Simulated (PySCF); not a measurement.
**[RhO2]-: relaxation and vibrations of the singlet**

The task is one start of a wider search on [RhO2]-: the singlet, from a bent start. It is relaxed, tested by its Hessian and followed downhill if it is a saddle.

The runs use PySCF 2.14.0; PBE0, basis Rh def2-TZVPD with ECP28, O def2-TZVPD, scalar-relativistic core potentials, no spin–orbit coupling, density fitting.

### 1 The system as given

3 atoms, charge -1, spin multiplicity 1.

Bond lengths: Rh1–O2 1.670 Å, Rh1–O3 1.670 Å. Angles: O2–Rh1–O3 110.0°.

Z-matrix (Å, degrees; charge -1 multiplicity 1):
```
Rh
O  1 1.6700
O  1 1.6700 2 110.00
```

### 2 Relaxing the singlet from the bent start

The steps below are one call of a driver around PySCF. For each, scf.py gives the equivalent set-up of the SCF; relaxations use the driver's own optimiser. Before each start the driver seeks the lowest SCF state from one or more starting densities and follows internal instabilities, so scf.py alone need not reach the same state.

The program finds C2v symmetry in the start, which this walk keeps. Threshold on the gradient: 0.0003 Eh/bohr, with a further test on the energy change.

Input file scf.py:

```python
from pyscf import gto, scf, dft
mol = gto.M(atom='''
Rh     0.000000     0.000000    -0.227162
O      1.368000    -0.000000     0.730738
O     -1.368000     0.000000     0.730738''',
    basis={'Rh': 'def2-TZVPD', 'O': 'def2-TZVPD'},
    ecp={'Rh': 'def2-TZVPD'},
    charge=-1, spin=0)
mf = dft.RKS(mol, xc='PBE0')
mf.grids.atom_grid = (50, 194)
aux = {'Rh': 'def2-universal-JKFIT', 'O': 'def2-universal-JKFIT'}
mf = mf.density_fit(auxbasis=aux)
mf.kernel()
```

After this run come: Hessian and properties.

**Question.** What will these runs give? Wanted: minimum; geometry; wavenumbers; dipole moment; highest occupied, lowest empty level; polar-tensor charge of Rh1; zero-point energy.

As calculated:

```
                            quantity                             value
                             minimum                      singlet, C2v
                            geometry  Rh–O 1.696 Å (×2); O–Rh–O 158.5°
                  wavenumbers (cm⁻¹)      161 (a1), 911 (a1), 960 (b2)
      dipole moment (centre of mass)                            0.18 D
highest occupied, lowest empty level                    -0.65, 2.33 eV
          polar-tensor charge of Rh1                           +0.38 e
                   zero-point energy                       12.2 kJ/mol
                 entropy at 298.15 K                   265.5 J/(mol K)
```

What this shows: The bent start keeps its C2v symmetry and ends in a minimum. In the infrared the band at 960 cm⁻¹ (b2, stretch) leads. Only this shape and spin were tried, so other structures or states may lie lower.
